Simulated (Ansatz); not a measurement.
# Iron, simple cubic under r²SCAN: from relaxation to bulk modulus

Aim: take iron in the simple cubic structure, relax it, solve it on a dense k-mesh, switch on spin-orbit coupling, then scale the cell to 7 volumes from 88 to 112 % of the relaxed one and try a fit of the equation of state. The k-meshes are 13×13×13 for the relaxation; 23×23×23 for the dense run; 14×14×14 for spin-orbit coupling; 16×16×16 for the volumes.

This is Fe in the simple cubic structure; at room conditions it is bcc.

Computed with Ansatz 0.2.0 (DFT r2SCAN, plane waves (500 eV) with PAW, scalar-relativistic; the PAW data stem from PBE, with regenerated cores, unless a step says otherwise).

## (1) Starting point

Symmetry: Pm-3m, No. 221, cubic system. The conventional cell has a = 2.334 Å, b = 2.334 Å, c = 2.334 Å, α = 90.00°, β = 90.00°, γ = 90.00°. Fe (site symmetry m-3m) has 6 Fe at 2.33 Å as nearest neighbours.

As a file:

```
Fe
1.0
     2.33426    0.00000    0.00000
     0.00000    2.33426    0.00000
     0.00000    0.00000    2.33426
Fe
1
Direct
  0.00000 0.00000 0.00000
```

## (2) Relaxing cell and atoms

Input file input.yaml:

```yaml
crystal:
  lattice:
    - [2.3342634294, 0.0, 0.0]
    - [0.0, 2.3342634294, 0.0]
    - [0.0, 0.0, 2.3342634294]
  atoms:
    - { symbol: Fe, position: [0.0, 0.0, 0.0] }
hamiltonian:
  xc: r2scan
  pseudopotentials:
    kind: paw
    azcp:
      Fe: "pseudopotentials/Fe.paw.azcp"
basis:
  ecutwfc: 500
  fft_grid_basis: typed
kpoints:
  mp_grid: { grid: [13, 13, 13], shift: [0, 0, 0] }
magnetization:
  spin_polarized: false
scf:
  occupations: { method: fermi_dirac, width: 0.1 }
relax:
  max_steps: 60
  f_tol: 0.01
  cell: {}
output:
  write_density: true
  write_potential: true
  elf: true
  volumetric_format: npy
```

The run is started by

```console
$ ansatz run input.yaml --threads 1 --pin off --max-ram 3584MiB --backend cpu --events-out ev --progress --plain --runs-dir out
```

The runs that follow: The energy on a finer k-mesh; With spin-orbit coupling; At 88 % of the relaxed volume; At 92 % of the relaxed volume; At 96 % of the relaxed volume; At 100 % of the relaxed volume; At 104 % of the relaxed volume; At 108 % of the relaxed volume; At 112 % of the relaxed volume.

Before running it: what results should come out? Wanted: space group; conventional cell; volume; shortest distance; gap on the mesh; relative to bcc, ferromagnetic; V₀, B₀, B₀′.

As calculated:

| quantity | value |
| --- | --- |
| space group (spins left aside) | Pm-3m (No. 221) |
| conventional cell | a = 2.239 Å |
| volume | 11.227 Å³/atom |
| shortest distance | 2.239 Å |
| gap on the mesh | none (levels filled in part) |
| relative to bcc, ferromagnetic | +1767 meV/atom |
| V₀, B₀, B₀′ | 11.184 Å³/atom, 232 GPa, 4.5 |

What this shows: The relaxation shrank the cell by 11.7 % in volume. Against the reference form of iron (bcc, ferromagnetic, computed apart with the same settings) it stands 1767 meV/atom higher; part of this is magnetic energy, as this run has no moments. No gap shows: it is a metal or semimetal at this level. The total energy of the spin-orbit run lies +1.2 eV/atom from the scalar one, but the two kinds of run don't share a zero of energy: only differences within one kind count. B₀ comes out at 232 GPa. Relaxation kept the symmetry; phonons were not checked.
